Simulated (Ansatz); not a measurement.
**TaI3 (ReO3 type): how the settings move a single-point run**

Question: which choices in the input matter for TaI3 (ReO3 type)?

Program: Ansatz 0.2.0. Level of theory: reference: DFT PBE, scalar-relativistic, plane waves, PAW, unless a step's input says otherwise. These are calculated values, not measurements.

3 further runs of the same task are left out: 2 that didn't finish, 1 set aside as unsound or not needed. Runs told in other sessions of the task aren't counted.

## 1. The system as given

It takes space group Pm-3m (No. 221, cubic). The conventional cell has a = 5.608 Å, b = 5.608 Å, c = 5.608 Å, α = 90.00°, β = 90.00°, γ = 90.00°. Around Ta (site symmetry m-3m) lie 6 I at 2.80 Å. I (site symmetry 4/mmm) has 2 Ta at 2.80 Å in its first shell of neighbours.

Structure file:

```xyz
8
Lattice="5.6082 0.0000 5.6082 0.0000 5.6082 5.6082 0.0000 0.0000 11.2163" Properties=species:S:1:pos:R:3 pbc="T T T"
Ta    0.0000    0.0000    0.0000
I     2.8041    0.0000   11.2163
I     0.0000    0.0000    2.8041
I     0.0000    2.8041   11.2163
Ta    0.0000    0.0000    5.6082
I     2.8041    0.0000    5.6082
I     0.0000    0.0000    8.4122
I     0.0000    2.8041    5.6082
```

## 2. Reference

The input, input.yaml:

```yaml
crystal:
  lattice:
    - [5.6081505898, 0.0, 5.6081505899]
    - [0.0, 5.6081505898, 5.6081505899]
    - [0.0, 0.0, 11.2163011797]
  atoms:
    - { symbol: Ta, position: [0.0, 0.0, 0.0], spin: 0.96 }
    - { symbol: I, position: [0.5, 0.0, 0.75] }
    - { symbol: I, position: [0.0, 0.0, 0.25] }
    - { symbol: I, position: [0.0, 0.5, 0.75] }
    - { symbol: Ta, position: [0.0, 0.0, 0.5], spin: -0.96 }
    - { symbol: I, position: [0.5, 0.0, 0.25] }
    - { symbol: I, position: [0.0, 0.0, 0.75] }
    - { symbol: I, position: [0.0, 0.5, 0.25] }
basis:
  ecutwfc: 420
  ecutrho_ratio: 4
kpoints:
  mp_grid: { grid: [6, 6, 3] }
  band_path:
    path:
      - [[0.0, 0.0, 0.0], [0.0, 0.5, 0.0], [0.5, 0.5, 0.0], [0.0, 0.0, 0.0], [1.0, 1.0, 1.0], [0.0, 0.5, 0.0]]
      - [[1.0, 1.0, 1.0], [0.5, 0.5, 0.0]]
    npoints: 14
hamiltonian:
  xc: pbe
scf:
  occupations: { method: gaussian, width: 0.05 }
  lower_state_search: "off"
  n_extra_bands: 29
output:
  forces: true
  stress: true
  eigenvalues: true
  populations: true
  dos: { projected: true, de: 0.02, nscf_kmesh: { grid: [9, 9, 5] } }
  bader: true
  write_density: true
  write_potential: true
  elf: true
  volumetric_format: npy
magnetization:
  spin_polarized: true
checkpoint:
  read: start.run
  write: ck
  compress: false
  write_wavefunctions: false
  write_every: 100000
```

Started as:

```
$ ansatz run input.yaml --threads 2 --pin off --max-ram 2662MiB --backend cpu --events-out ev --progress --plain --runs-dir out
```

## 3. Variant: xc r2scan, hubbard.sites [{species: Ta, l: d, u_eff: 5.0}], hubbard.double_counting amf, lower_state_search left out

The input, input.yaml:

```yaml
crystal:
  lattice:
    - [5.608150589792, -2.5000094126e-11, 5.608150589842]
    - [-2.5000094126e-11, 5.608150589792, 5.608150589842]
    - [-4.99995547612e-11, -4.99995547612e-11, 11.21630117963]
  atoms:
    - { symbol: Ta, position: [0.0, 0.0, 0.0], spin: 2.0 }
    - { symbol: I, position: [0.5, 0.0, 0.75] }
    - { symbol: I, position: [0.0, 0.0, 0.25] }
    - { symbol: I, position: [0.0, 0.5, 0.75] }
    - { symbol: Ta, position: [0.0, 0.0, 0.5], spin: -2.0 }
    - { symbol: I, position: [0.5, 0.0, 0.25] }
    - { symbol: I, position: [0.0, 0.0, 0.75] }
    - { symbol: I, position: [0.0, 0.5, 0.25] }
basis:
  ecutwfc: 420
  ecutrho_ratio: 4
kpoints:
  mp_grid: { grid: [6, 6, 3] }
hamiltonian:
  xc: r2scan
  hubbard: { sites: [{ species: Ta, l: d, u_eff: 5.0 }], double_counting: amf }
scf:
  occupations: { method: gaussian, width: 0.05 }
output:
  forces: true
  stress: true
magnetization:
  spin_polarized: true
```

## 4. Changing settings: mp_grid.grid [8, 8, 4], dispersion d3bjatm, occupations.method methfessel_paxton, occupations.width 0.1, lower_state_search left out

The input, input.yaml:

```yaml
crystal:
  lattice:
    - [5.608150589792, -2.5000094126e-11, 5.608150589842]
    - [-2.5000094126e-11, 5.608150589792, 5.608150589842]
    - [-4.99995547612e-11, -4.99995547612e-11, 11.21630117963]
  atoms:
    - { symbol: Ta, position: [0.0, 0.0, 0.0], spin: 2.0 }
    - { symbol: I, position: [0.5, 0.0, 0.75] }
    - { symbol: I, position: [0.0, 0.0, 0.25] }
    - { symbol: I, position: [0.0, 0.5, 0.75] }
    - { symbol: Ta, position: [0.0, 0.0, 0.5], spin: -2.0 }
    - { symbol: I, position: [0.5, 0.0, 0.25] }
    - { symbol: I, position: [0.0, 0.0, 0.75] }
    - { symbol: I, position: [0.0, 0.5, 0.25] }
basis:
  ecutwfc: 420
  ecutrho_ratio: 4
kpoints:
  mp_grid: { grid: [8, 8, 4] }
hamiltonian:
  xc: pbe
  dispersion: d3bjatm
scf:
  occupations: { method: methfessel_paxton, width: 0.1 }
output:
  forces: true
  stress: true
magnetization:
  spin_polarized: true
```

## 5. Changed: ecutwfc 18.4 Ry, basis.precision f64, eigensolver.kind davidson, lower_state_search left out

The input, input.yaml:

```yaml
crystal:
  lattice:
    - [5.608150589792, -2.5000094126e-11, 5.608150589842]
    - [-2.5000094126e-11, 5.608150589792, 5.608150589842]
    - [-4.99995547612e-11, -4.99995547612e-11, 11.21630117963]
  atoms:
    - { symbol: Ta, position: [0.0, 0.0, 0.0], spin: 2.0 }
    - { symbol: I, position: [0.5, 0.0, 0.75] }
    - { symbol: I, position: [0.0, 0.0, 0.25] }
    - { symbol: I, position: [0.0, 0.5, 0.75] }
    - { symbol: Ta, position: [0.0, 0.0, 0.5], spin: -2.0 }
    - { symbol: I, position: [0.5, 0.0, 0.25] }
    - { symbol: I, position: [0.0, 0.0, 0.75] }
    - { symbol: I, position: [0.0, 0.5, 0.25] }
basis:
  ecutwfc: "18.4 Ry"
  ecutrho_ratio: 4
  precision: f64
kpoints:
  mp_grid: { grid: [6, 6, 3] }
hamiltonian:
  xc: pbe
scf:
  occupations: { method: gaussian, width: 0.05 }
  eigensolver: { kind: davidson }
output:
  forces: true
  stress: true
magnetization:
  spin_polarized: true
```

## 6. Changed: mp_grid.grid [8, 8, 4], lower_state_search left out

The input, input.yaml:

```yaml
crystal:
  lattice:
    - [5.608150589792, -2.5000094126e-11, 5.608150589842]
    - [-2.5000094126e-11, 5.608150589792, 5.608150589842]
    - [-4.99995547612e-11, -4.99995547612e-11, 11.21630117963]
  atoms:
    - { symbol: Ta, position: [0.0, 0.0, 0.0], spin: 2.0 }
    - { symbol: I, position: [0.5, 0.0, 0.75] }
    - { symbol: I, position: [0.0, 0.0, 0.25] }
    - { symbol: I, position: [0.0, 0.5, 0.75] }
    - { symbol: Ta, position: [0.0, 0.0, 0.5], spin: -2.0 }
    - { symbol: I, position: [0.5, 0.0, 0.25] }
    - { symbol: I, position: [0.0, 0.0, 0.75] }
    - { symbol: I, position: [0.0, 0.5, 0.25] }
basis:
  ecutwfc: 420
  ecutrho_ratio: 4
kpoints:
  mp_grid: { grid: [8, 8, 4] }
hamiltonian:
  xc: pbe
scf:
  occupations: { method: gaussian, width: 0.05 }
output:
  forces: true
  stress: true
magnetization:
  spin_polarized: true
```

**Question.** What will these runs give? Wanted: for each run, ending; energy change; pressure; gap; abs. moment; force.

The runs gave:

```
                                                                                                                                    run     ending                                                   energy change  pressure (GPa)  gap (eV)  abs. moment (μB)  force (eV/Å)  cycles     time
                                                                                                                              reference  converged                                                               0             0.0      0.00              2.88          0.00       -  4.9 min
                1: xc r2scan, hubbard.sites [{species: Ta, l: d, u_eff: 5.0}], hubbard.double_counting amf, lower_state_search left out  converged                                                  not comparable             1.4      0.00              3.86          0.00      21  1.8 min
2: mp_grid.grid [8, 8, 4], dispersion d3bjatm, occupations.method methfessel_paxton, occupations.width 0.1, lower_state_search left out  converged  -263.6 meV/atom (σ→0) (dispersion and other settings together)            -1.0      0.00              2.69          0.00      13     37 s
                                        3: ecutwfc 18.4 Ry, basis.precision f64, eigensolver.kind davidson, lower_state_search left out  converged                                                 +747.9 meV/atom             0.2      0.00              2.88          0.00      10    9.1 s
                                                                                 4: mp_grid.grid [8, 8, 4], lower_state_search left out  converged                                                   -1.8 meV/atom             0.0      0.00              2.68          0.00      15     42 s
```

Times don't compare one to one where runs were asked for different outputs or read a saved state (see the inputs); cycles may leave out searches for a lower state.

Residual by cycle in the longest SCF loop of each run; runs are numbered as in the table. The quantity is the density residual dr2, in eV.

```
cycle  reference    run 1    run 2    run 3   run 4
    1     1.9e-8     13.6     7.26     7.77    7.22
    3     6.9e-8    0.293     0.07    0.197   0.255
    5          -      0.1  0.00144   6.8e-4  0.0109
    6          -  0.00651   3.5e-4   2.4e-5    0.02
    8          -  0.00574   2.4e-5   2.2e-8  4.2e-5
   10          -   0.0232  0.00149  2.4e-11  1.4e-6
   12          -   1.6e-4   6.5e-8        -  3.3e-8
   14          -   3.6e-5        -        -  4.0e-8
   16          -   1.7e-5        -        -       -
   17          -   1.6e-5        -        -       -
   19          -   1.5e-6        -        -       -
   21          -   5.7e-8        -        -       -
```

**Reading.** Of the converged runs whose energies compare with the reference's, «ecutwfc 18.4 Ry, basis.precision f64, eigensolver.kind davidson, lower_state_search left out» moves the energy most (+747.9 meV/atom). Runs 1 and 3 ran under the cutoff that the potentials recommend, as the log warns, so basis error is mixed into their values. A changed U is a change of model: its shifts are not errors of convergence. Of the variants the dearest is «xc r2scan, hubbard.sites [{species: Ta, l: d, u_eff: 5.0}], hubbard.double_counting amf, lower_state_search left out» (1.8 min), the cheapest «ecutwfc 18.4 Ry, basis.precision f64, eigensolver.kind davidson, lower_state_search left out» (9.1 s), on a shared host.
